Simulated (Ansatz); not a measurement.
**SiGeH+ (quintet): from Hartree-Fock to the top rungs, cc-pVDZ**

How much of the correlation energy of SiGeH+ (quintet) does each wave-function method recover here?

The runs use Ansatz 0.2.0, Gaussian basis; cc-pVDZ, core rule «outside noble gas», up to 19 orbitals frozen.

The runs, in order: UHF; CCSD(T) on ROHF; CCSD(T) on UHF; BCCD(T) on ROHF; CISD; CCSDT(Q) on ROHF; CCSDT(Q) on UHF; CCSDTQ on ROHF; CCSDTQ on UHF; CASSCF and MRCISD+Q, 8 electrons in 9 orbitals; CASSCF and NEVPT2, 8 electrons in 9 orbitals.

3 further runs of the same task are left out: 3 set aside as unsound or not needed.

### Step 1. What is computed

The geometry is a PBE0/def2-TZVP stationary point (not a proven minimum) of the parent state, kept for this charge and spin. No spin-orbit coupling is included. The filled d shell of Ge may be among the frozen orbitals whatever the setting's name suggests; the logs give the count.

3 atoms, charge 1, spin multiplicity 5.

Atoms are counted from 1 here; the program's logs count them from 0.

Bond lengths: Si1–Ge2 2.393 Å, Si1–H3 1.522 Å. Angles: Ge2–Si1–H3 111.0°.

### Step 2. UHF

Input file in.yaml:

```yaml
crystal:
  periodic: [false, false, false]
  atoms:
    - {symbol: Si, position_ang: [0.000000, -0.103104, 1.700052]}
    - {symbol: Ge, position_ang: [0.000000, 0.022000, -0.689498]}
    - {symbol: H, position_ang: [0.000000, 1.287411, 2.319887]}
basis:
  gaussian: {orbitals: cc-pVDZ}
total_charge: 1
magnetization: {spin_polarized: true, initial_magnetization: 4}
hamiltonian: {xc: hf}
output: {orbitals: {seedname: orbitals}}
```

Launch:

```sh
$ ansatz run in.yaml --threads 1 --pin off --events-out ev --progress --plain --max-ram 4096MiB --backend cpu
```

Further steps of the session: CCSD(T) on ROHF; CCSD(T) on UHF; BCCD(T) on ROHF; CISD; CCSDT(Q) on ROHF; CCSDT(Q) on UHF; CCSDTQ on ROHF; CCSDTQ on UHF; CASSCF and MRCISD+Q, 8 electrons in 9 orbitals; CASSCF and NEVPT2, 8 electrons in 9 orbitals.

**Question.** What will the summary of the whole plan be? Wanted: UCCSDTQ below the RHF energy; RMP2 from UCCSDTQ; UMP2 from UCCSDTQ; RCCSD from UCCSDTQ; RCCSD(T) from UCCSDTQ; UCCSD(T) from UCCSDTQ; RCCSDT(Q) from UCCSDTQ; UCCSDT(Q) from UCCSDTQ; NEVPT2 valence from UCCSDTQ.

As calculated:

```
                         quantity                                                            value
     UCCSDTQ below the RHF energy                                                       -3.7982 eV
                RMP2 from UCCSDTQ                                                      +1009.4 meV
                UMP2 from UCCSDTQ                                                      +1023.0 meV
               RCCSD from UCCSDTQ                                                       +196.1 meV
            RCCSD(T) from UCCSDTQ                                                        +61.9 meV
            UCCSD(T) from UCCSDTQ                                                        +49.6 meV
           RCCSDT(Q) from UCCSDTQ                                                        +13.8 meV
           UCCSDT(Q) from UCCSDTQ                                                         +1.0 meV
      NEVPT2 valence from UCCSDTQ                                                       +655.8 meV
    MRCISD+Q valence from UCCSDTQ                                                        +32.6 meV
levels within 1 kcal/mol (43 meV)  RCCSDT, UCCSDT, RCCSDT(Q), UCCSDT(Q), RCCSDTQ, MRCISD+Q valence
                    T1 diagnostic                                                            0.037
   effectively unpaired electrons                                                             4.02
```

RCCSD(T) misses by +61.9 meV, 1.6 % of the correlation energy. One determinant dominates. Of the multireference levels listed MRCISD+Q valence comes nearest in total energy (+32.6 meV), which doesn't show that its space is the better one. These misses are within one basis, not against nature; the frozen cores of restricted and unrestricted runs differ, which can shift their rows.
